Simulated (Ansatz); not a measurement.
This script drives Ansatz 0.2.0 through its Python package.

The script, `run_methods.py`:
```python
"""B2F2H2(-) at several levels of theory."""

import ansatz as az

mol = (
    az.Crystal.molecule()
    .atom("B", (-0.8879, -0.1143, -0.3452))
    .atom("B", (0.7479, -0.0106, -0.0427))
    .atom("F", (1.5795, -1.1851, -0.1649))
    .atom("F", (1.3352, 1.252, 0.3414))
    .atom("H", (-1.3931, 0.9539, -0.1944))
    .atom("H", (-1.3817, -0.8959, 0.4058))
)

setup = (
    mol.calculation()
    .basis(gaussian="cc-pVDZ")
    .charge(-1)
    .spin("collinear", total=1)
)

methods = ["mp2", "ccsd", "ccsd_t"]
reports = [setup.correlation(m).run().report for m in methods]
print(f"Hartree-Fock reference {reports[0]['reference_energy_ev'] / 27.211386246:.6f} Ha")
best = reports[-1]["free_energy_ev"] - reports[-1]["reference_energy_ev"]
for method, each in zip(methods, reports):
    gained = each["free_energy_ev"] - each["reference_energy_ev"]
    print(f"{method:8s} total {each['free_energy_ev'] / 27.211386246:.6f} Ha  correlation {gained:9.4f} eV  ({100 * gained / best:.1f} % of the last)")
```

It is started by `python run_methods.py`. How long does it take on 1 thread of Arm Neoverse V1, with other jobs on the host, and how much memory does it need?

It took about 16 s, with a peak of 0.37 GiB, for 3 runs of the engine.

```console
$ python run_methods.py
Hartree-Fock reference -249.475512 Ha
mp2      total -250.025223 Ha  correlation  -14.9584 eV  (93.4 % of the last)
ccsd     total -250.051655 Ha  correlation  -15.6776 eV  (97.9 % of the last)
ccsd_t   total -250.063838 Ha  correlation  -16.0092 eV  (100.0 % of the last)
```

Reading the output:
- Total energies depend on the basis set; only differences at equal settings carry meaning.
- The geometry is a force-field or estimated start, not a minimum of this method, and the basis set is short of its limit. A lower total doesn't mark the better method: functionals have no common bound, and MP2 and coupled cluster aren't variational.
- The species is open-shell (spin multiplicity 2).
- Inner cores stay frozen, so this is valence correlation.
- Anions want diffuse functions, which this basis lacks.

(Lines on the test bed's own set-up are left out of the output.)
